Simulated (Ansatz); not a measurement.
# ClH3S3Sn: small, medium and large basis sets

One table from this session's results is given with a row withheld; the runs are named, their logs left out.

The runs use Ansatz 0.2.0, Gaussian basis; one geometry, several basis sets.

Plan: PBE0-D4/def2-SVP; ωB97M-V/def2-SVP; PBE0-D4/def2-QZVPP; ωB97M-V/def2-QZVPP; the functionals' def2-TZVPP values are taken from earlier runs.

### The relaxed structure

An earlier PBE0-D4 in a triple-zeta def2 set relaxation fixed the geometry. Sn takes the def2 core potential; no spin-orbit term is included.

SMILES `[SH][Sn]([SH])([SH])[Cl]`, 8 atoms, charge 0, spin multiplicity 1.

Atoms are counted from 1 here; the program's logs count them from 0.

Bond lengths: S1–Sn2 2.380 Å, S1–H6 1.345 Å, Sn2–S3 2.380 Å, Sn2–S4 2.385 Å, Sn2–Cl5 2.323 Å, S3–H7 1.345 Å, S4–H8 1.345 Å. Angles: Sn2–S1–H6 92.0°, S1–Sn2–S3 105.6°, S1–Sn2–S4 114.8°, S1–Sn2–Cl5 109.7°, S3–Sn2–S4 112.8°, S3–Sn2–Cl5 111.8°, S4–Sn2–Cl5 102.2°, Sn2–S3–H7 91.7°, Sn2–S4–H8 92.1°.

As a file:

```
S    -1.33509    1.55182    1.19800
Sn    0.19190    0.28198   -0.11374
S     1.96983   -0.30145    1.35702
S    -0.76160   -1.61015   -1.20874
Cl    0.93905    1.55933   -1.90432
H    -2.06890    1.87386    0.11807
H     2.36936   -1.29574    0.54464
H    -1.21235   -2.11666   -0.04683
```

The first run:

The input, in.yaml:

```yaml
crystal:
  periodic: [false, false, false]
  atoms:
    - {symbol: S, position_ang: [-1.335090, 1.551816, 1.197999]}
    - {symbol: Sn, position_ang: [0.191901, 0.281983, -0.113745]}
    - {symbol: S, position_ang: [1.969832, -0.301454, 1.357025]}
    - {symbol: S, position_ang: [-0.761596, -1.610146, -1.208736]}
    - {symbol: Cl, position_ang: [0.939047, 1.559332, -1.904321]}
    - {symbol: H, position_ang: [-2.068899, 1.873860, 0.118066]}
    - {symbol: H, position_ang: [2.369355, -1.295735, 0.544641]}
    - {symbol: H, position_ang: [-1.212351, -2.116655, -0.046829]}
basis:
  gaussian: {orbitals: def2-SVP}
hamiltonian: {xc: pbe0, dispersion: d4}
output: {orbitals: {seedname: orbitals}}
```

Launch:

```bash
> ansatz run in.yaml --threads 4 --pin off --events-out ev --progress --plain --max-ram 10444MiB
```

Among the steps run: PBE0-D4 in def2-SVP; ωB97M-V in def2-SVP; PBE0-D4 in def2-QZVPP; ωB97M-V in def2-QZVPP.

One table of the session follows, with a row left open; its other results are not shown here.

It belongs to the step «Density functionals: the series». 

```
functional       basis  HOMO (eV)  LUMO (eV)
   PBE0-D4    def2-SVP      -7.73      -2.10
   PBE0-D4  def2-TZVPP          ?          ?
   PBE0-D4  def2-QZVPP      -7.87      -2.33
   ωB97M-V    def2-SVP      -9.85      -0.02
   ωB97M-V  def2-TZVPP     -10.01      -0.32
   ωB97M-V  def2-QZVPP     -10.04      -0.44
```

Q: Estimate the row for PBE0-D4, def2-TZVPP from the others.

The run gave: HOMO (eV): -7.85; LUMO (eV): -2.28. In the column «HOMO (eV)» it lies between PBE0-D4, def2-QZVPP (-7.87) and PBE0-D4, def2-SVP (-7.73).
